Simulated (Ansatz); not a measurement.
# C₄H₆F₂Si: a ladder of functionals and wavefunction methods

How much do the methods differ for C₄H₆F₂Si? The plan is to run it at one geometry with functionals of several rungs and with coupled cluster, and see how far each lands from CCSD(T) at the basis-set limit for the atomisation energy.

The runs use Ansatz 0.2.0, Gaussian basis; functionals in def2-TZVPP, the program's frozen cores in correlated methods.

Levels to be run: LDA (SPW92), PBE-D4, revPBE-D4, BLYP-D4, r2SCAN-D4, B97M-V, PBE0-D4, B3LYP-D4, r2SCANh-D4, r2SCAN0-D4, HSE06-D4, BHLYP-D4, CAM-B3LYP-D4, LC-ωPBE, ωB97X-V, ωB97M-V, B2PLYP, PBE-QIDH; CCSD(T)/def2-SVP; CCSD(T)/def2-TZVPP; MP2/def2-QZVPP; extrapolation to the limit; RPA on PBE.

### 1 The geometry

The geometry comes from an earlier relaxation with PBE0-D4 in a triple-zeta def2 set; it is a stationary point, not always the lowest conformer.

SMILES `C=C[Si](F)(F)C=C`, 13 atoms, charge 0, spin multiplicity 1.

Atoms are counted from 1 here; the program's logs count them from 0.

Bond lengths: C1–C2 1.331 Å, C1–H8 1.086 Å, C1–H9 1.086 Å, C2–Si3 1.841 Å, C2–H10 1.089 Å, Si3–F4 1.593 Å, Si3–F5 1.593 Å, Si3–C6 1.841 Å, C6–C7 1.331 Å, C6–H11 1.089 Å, C7–H12 1.086 Å, C7–H13 1.086 Å. Angles: C2–C1–H8 121.6°, C2–C1–H9 122.1°, H8–C1–H9 116.3°, C1–C2–Si3 122.7°, C1–C2–H10 118.6°, Si3–C2–H10 118.8°, C2–Si3–F4 107.5°, C2–Si3–F5 109.8°, C2–Si3–C6 114.9°, F4–Si3–F5 107.1°, F4–Si3–C6 109.8°, F5–Si3–C6 107.5°, Si3–C6–C7 122.7°, Si3–C6–H11 118.8°, C7–C6–H11 118.6°, C6–C7–H12 121.6°, C6–C7–H13 122.1°, H12–C7–H13 116.3°.

Geometry (Å):

```mol
C4H6F2Si
  3D, bonds by distance, orders not assigned

 13 12  0  0  0  0  0  0  0  0999 V2000
   -0.3184   -2.5703    0.5306 C   0  0
    0.2793   -1.5557   -0.0896 C   0  0
   -0.5598    0.0534   -0.3972 Si  0  0
   -2.0737   -0.0988    0.0745 F   0  0
   -0.5841    0.3594   -1.9603 F   0  0
    0.2108    1.5017    0.4375 C   0  0
    0.7345    2.5237   -0.2355 C   0  0
   -1.3474   -2.5022    0.8708 H   0  0
    0.1902   -3.5111    0.7216 H   0  0
    1.3135   -1.6767   -0.4079 H   0  0
    0.2606    1.5146    1.5250 H   0  0
    0.7138    2.5603   -1.3205 H   0  0
    1.2012    3.3670    0.2657 H   0  0
  1  2  8  0
  2  3  8  0
  3  4  8  0
  3  5  8  0
  3  6  8  0
  6  7  8  0
  1  8  8  0
  1  9  8  0
  2 10  8  0
  6 11  8  0
  7 12  8  0
  7 13  8  0
M  END
```

### 2 LDA

This LDA is Slater exchange with PW92 correlation.

in.yaml

```yaml
crystal:
  periodic: [false, false, false]
  atoms:
    - {symbol: C, position_ang: [-0.318370, -2.570346, 0.530646]}
    - {symbol: C, position_ang: [0.279321, -1.555701, -0.089629]}
    - {symbol: Si, position_ang: [-0.559813, 0.053449, -0.397181]}
    - {symbol: F, position_ang: [-2.073734, -0.098774, 0.074544]}
    - {symbol: F, position_ang: [-0.584087, 0.359425, -1.960330]}
    - {symbol: C, position_ang: [0.210807, 1.501741, 0.437512]}
    - {symbol: C, position_ang: [0.734478, 2.523685, -0.235452]}
    - {symbol: H, position_ang: [-1.347377, -2.502191, 0.870799]}
    - {symbol: H, position_ang: [0.190214, -3.511078, 0.721589]}
    - {symbol: H, position_ang: [1.313462, -1.676740, -0.407868]}
    - {symbol: H, position_ang: [0.260609, 1.514597, 1.525042]}
    - {symbol: H, position_ang: [0.713830, 2.560337, -1.320547]}
    - {symbol: H, position_ang: [1.201160, 3.366996, 0.265673]}
basis:
  gaussian: {orbitals: def2-TZVPP}
hamiltonian: {xc: lda}
output: {orbitals: {seedname: orbitals}}
```

Launch:

```sh
> ansatz run in.yaml --threads 4 --pin off --events-out ev --progress --plain --max-ram 11315MiB
```

Further steps of the session: PBE-D4 (GGA); revPBE-D4 (GGA); BLYP-D4 (GGA); r2SCAN-D4 (meta-GGA); B97M-V (meta-GGA); PBE0-D4 (hybrid); B3LYP-D4 (hybrid); r2SCANh-D4 (hybrid); r2SCAN0-D4 (hybrid); HSE06-D4 (hybrid); BHLYP-D4 (hybrid); CAM-B3LYP-D4 (range-separated); LC-ωPBE (range-separated); ωB97X-V (range-separated); ωB97M-V (range-separated); B2PLYP (double hybrid); PBE-QIDH (double hybrid); CCSD(T) in def2-SVP; CCSD(T) in def2-TZVPP; MP2 in def2-QZVPP; RPA on PBE orbitals.

Before running them: what should the planned runs give, taken together? Wanted: atomisation energy, CCSD(T)/CBS; farthest beyond LDA; mean size of error, GGA; mean size of error, meta-GGA; mean size of error, hybrid; mean size of error, range-separated; mean size of error, double hybrid; gap, smallest and largest; T1 diagnostic.

The runs gave:

| quantity | value |
| --- | --- |
| atomisation energy, CCSD(T)/CBS | 1349.1 kcal/mol |
| functionals within 6.7 kcal/mol (0.5 %) | BLYP-D4, r2SCAN-D4, B97M-V, PBE0-D4, B3LYP-D4, r2SCANh-D4, HSE06-D4, CAM-B3LYP-D4, LC-ωPBE, ωB97X-V, ωB97M-V |
| farthest beyond LDA | BHLYP-D4 (-41.7 kcal/mol) |
| mean size of error, GGA | 12.4 kcal/mol |
| mean size of error, meta-GGA | 1.6 kcal/mol |
| mean size of error, hybrid | 12.5 kcal/mol |
| mean size of error, range-separated | 3.1 kcal/mol |
| mean size of error, double hybrid | 10.1 kcal/mol |
| gap, smallest and largest | 4.94 eV (LDA (SPW92)), 12.17 eV (LC-ωPBE) |
| T1 diagnostic | 0.0120 |
| triples share of the correlation energy | 3.8 % |

What this shows: LDA overbinds by 185.1 kcal/mol (14 %). PBE-D4 is off by +26.6 kcal/mol. Double hybrids carry the basis error of their MP2 part in triple zeta, and no dispersion term here, so their miss is partly the set-up's. The rungs meta-GGA, range-separated miss on average by less than the doubt on the reference (6.7 kcal/mol), so they tie. The reference freezes the cores and leaves out relativity and excitations past (T), so misses under about 6.7 kcal/mol can't be ranked. Hartree-Fock recovers 75 % of the binding; the rest is correlation. CCSD(T) in def2-SVP is off by -73.1 kcal/mol, so the small basis spoils what the method gains. Orbital gaps span 4.9 to 12.2 eV; exact exchange widens them.
